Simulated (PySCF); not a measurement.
# H4InN (InH2(NH2)): the cost of one run

Computed with PySCF 2.14.0 and routines of our own; the level stands in each step. Atoms count from 0.

### Step 1. The system as given

6 atoms, charge 0, multiplicity 1; geometry from: GFN2-xTB.

### Step 2. Relaxing the molecule at PBE0-D3(BJ)/def2-SVP

Job settings and geometry (Å):

```
{"job": {"xc": "PBE0", "basis": "def2-SVP", "d3": "d3bj", "grid": 1, "maxiter": 30, "shake": 0.03, "kind": "geom"}, "charge": 0, "multiplicity": 1}
In     0.518360     0.676520    -0.001450
H      2.113280     0.751520     0.324820
H     -0.383520     2.221380    -0.404370
N     -0.527580    -0.926310     0.217200
H     -1.505880    -1.016630    -0.321020
H     -0.151530    -1.802500     0.115540
```

Launch:

```console
OMP_NUM_THREADS=1 python heavy_run.py task.json out
```

The driver reads the jobs from task.json and runs them one after another.

**Question.** How long does this first job take on 1 thread of Arm Neoverse V1, shared host, and how much memory does it need?

About 15 s, with a peak of 0.25 GiB.
